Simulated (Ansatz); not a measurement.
# NiS: the cost of one run

Program: Ansatz 0.2.0. Level of theory: DFT r²SCAN+U (U = 2 eV, J = 0.5 eV on Ni d), plane waves, PAW. These are calculated values, not measurements.

2 further runs of the same task are left out: 2 that didn't finish. Runs told in other sessions of the task aren't counted.

## 1. Starting point

Symmetry: P6_3/mmc, No. 194, hexagonal system. The conventional cell has a = 3.425 Å, b = 3.425 Å, c = 5.340 Å, α = 90.00°, β = 90.00°, γ = 120.00°. Around Ni (site symmetry -3m) lie 6 S at 2.39 Å and 2 Ni at 2.67 Å. S (site symmetry -6m2) is surrounded by 6 Ni at 2.39 Å.

As a file:

```
CELL_PARAMETERS angstrom
3.42500 0.00000 0.00000
-1.71250 2.96614 0.00000
0.00000 0.00000 5.34000
ATOMIC_POSITIONS crystal
Ni 0.00000 0.00000 0.00000
Ni 0.00000 0.00000 0.50000
S 0.33333 0.66667 0.25000
S 0.66667 0.33333 0.75000
```

An earlier series on this cell reached its lowest free state from «ferromagnetic start, free, default search», perhaps among other starts.

## 2. Antiferromagnetic site moments held at first, then free

input.yaml reads:

```yaml
crystal:
  lattice:
    - [3.42500121, 0.0, 0.0]
    - [-1.71250061, 2.96613806, 0.0]
    - [0.0, 0.0, 5.33999987]
  atoms:
    - { symbol: Ni, position: [0.0, 0.0, 0.0], spin: 1.49 }
    - { symbol: Ni, position: [0.0, 0.0, 0.5], spin: -1.49 }
    - { symbol: S, position: [0.3333333333, 0.6666666667, 0.25] }
    - { symbol: S, position: [0.6666666667, 0.3333333333, 0.75] }
basis:
  ecutwfc: 500
  ecutrho_ratio: 4
kpoints:
  mp_grid: { grid: [6, 6, 4] }
hamiltonian:
  xc: r2scan
  hubbard:
    sites:
      - { site: 0, l: d, u: 2.0, j: 0.5, starting_ns: [{ spin: up, occupation_matrix: s0up }, { spin: down, occupation_matrix: s0down }] }
      - { site: 1, l: d, u: 2.0, j: 0.5, starting_ns: [{ spin: up, occupation_matrix: s1up }, { spin: down, occupation_matrix: s1down }] }
    occupation_matrices:
      s0up:
        matrix:
          - [0.97, 0.0, 0.0, 0.0, 0.0]
          - [0.0, 0.97, 0.0, 0.0, 0.0]
          - [0.0, 0.0, 0.97, 0.0, 0.0]
          - [0.0, 0.0, 0.0, 0.97, 0.0]
          - [0.0, 0.0, 0.0, 0.0, 0.97]
      s0down:
        matrix:
          - [0.97, 0.0, 0.0, 0.0, 0.0]
          - [0.0, 0.34262, 0.0, 0.0, -0.44989]
          - [0.0, 0.0, 0.34262, -0.44989, 0.0]
          - [0.0, 0.0, -0.44989, 0.64738, 0.0]
          - [0.0, -0.44989, 0.0, 0.0, 0.64738]
      s1up:
        matrix:
          - [0.97, 0.0, 0.0, 0.0, 0.0]
          - [0.0, 0.34262, 0.0, 0.0, 0.44989]
          - [0.0, 0.0, 0.34262, 0.44989, 0.0]
          - [0.0, 0.0, 0.44989, 0.64738, 0.0]
          - [0.0, 0.44989, 0.0, 0.0, 0.64738]
      s1down:
        matrix:
          - [0.97, 0.0, 0.0, 0.0, 0.0]
          - [0.0, 0.97, 0.0, 0.0, 0.0]
          - [0.0, 0.0, 0.97, 0.0, 0.0]
          - [0.0, 0.0, 0.0, 0.97, 0.0]
          - [0.0, 0.0, 0.0, 0.0, 0.97]
    ns_hold: { iters: 8 }
scf:
  occupations: { method: gaussian, width: 0.05 }
  lower_state_search: "off"
  max_iter: 150
output:
  forces: true
  stress: true
  eigenvalues: true
  populations: true
  hubbard: { sites: [{ site: 0, l: d }, { site: 1, l: d }] }
magnetization:
  spin_polarized: true
  spin_locking: { lock_spins: true, n_iters: 12 }
```

The typed matrices put 0.97 on the chosen orbitals and 0.02 on the others, and are held for 8 cycles. The lock is temporary (n_iters 12) and is released on the way.

Launch:

```bash
> ansatz run input.yaml --threads 4 --pin off --max-ram 6144MiB --backend cpu --events-out ev --progress --plain --runs-dir out
```

Q: Estimate wall time and peak memory on 4 threads of Arm Neoverse V1, shared host.

About 8.6 s, with a peak of 0.56 GiB.
